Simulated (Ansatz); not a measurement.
**CaHfS2: one candidate of a structure search**

The task: take a trial cell of CaHfS2 to zero force and stress.

Program: Ansatz 0.2.0. Level of theory: DFT PBE, scalar-relativistic, plane waves, PAW. These are calculated values, not measurements.

### 1 The structure to begin with

Symmetry: P4/mmm, No. 123, tetragonal system. The conventional cell has a = 3.778 Å, b = 3.778 Å, c = 6.614 Å, α = 90.00°, β = 90.00°, γ = 90.00°. Ca (site symmetry 4/mmm) has 2 S at 2.00 Å as nearest neighbours. Hf (site symmetry 4/mmm) has 4 Ca at 2.67 Å as nearest neighbours. S (site symmetry 4mm) has 1 Ca at 2.00 Å as nearest neighbours.

As a file:

```xyz
4
Lattice="3.7783 0.0000 0.0000 0.0000 3.7783 0.0000 0.0000 0.0000 6.6138" Properties=species:S:1:pos:R:3 pbc="T T T"
Ca    1.8892    1.8892    3.3069
Hf    0.0000    0.0000    3.3069
S     1.8892    1.8892    5.3049
S     1.8892    1.8892    1.3089
```

The cell is invented: random cell by space group and Wyckoff sites (P4/mmm, No. 123). The dimensions are guesses.

### 2 The guess as it stands, on a coarse mesh

Input file input.yaml:

```yaml
crystal:
  lattice:
    - [3.77833512, 0.0, 0.0]
    - [0.0, 3.77833512, 0.0]
    - [0.0, 0.0, 6.6138298]
  atoms:
    - { symbol: Ca, position: [0.5, 0.5, 0.5] }
    - { symbol: Hf, position: [0.0, 0.0, 0.5] }
    - { symbol: S, position: [0.5, 0.5, 0.80209515] }
    - { symbol: S, position: [0.5, 0.5, 0.19790485] }
basis:
  ecutwfc: 420
kpoints:
  mp_grid: { grid: [4, 4, 4] }
hamiltonian:
  xc: pbe
scf:
  occupations: { method: gaussian, width: 0.1 }
  lower_state_search: "off"
output:
  forces: true
  stress: true
  eigenvalues: true
```

Command:

```sh
$ ansatz run input.yaml --threads 1 --pin off --max-ram 2048MiB --backend cpu --events-out ev --progress --plain --runs-dir out
```

Further runs follow: a loose first relaxation; final relaxation.

Before running it: what results should come out? Wanted: conventional cell; volume; energy over the elements; gap on the mesh.

As calculated:

| quantity | value |
| --- | --- |
| symmetry at the end (tolerance 0.05 Å) | space group P4/mmm (No. 123) |
| conventional cell | a = 4.395 Å, b = 4.395 Å, c = 7.044 Å, α = 90.00°, β = 90.00°, γ = 90.00° |
| volume | 34.02 Å³/atom |
| energy over the elements | +0.88 eV/atom |
| gap on the mesh | none (metal) |

What this shows: The space group P4/mmm (No. 123) is kept, and the volume per atom grows by 44.1 % from the first guess. With a positive formation energy it can't be a ground state. No finished test with a distortion of lower symmetry is shown, so the end may be a saddle point. The runs treat Hf without spin-orbit coupling.
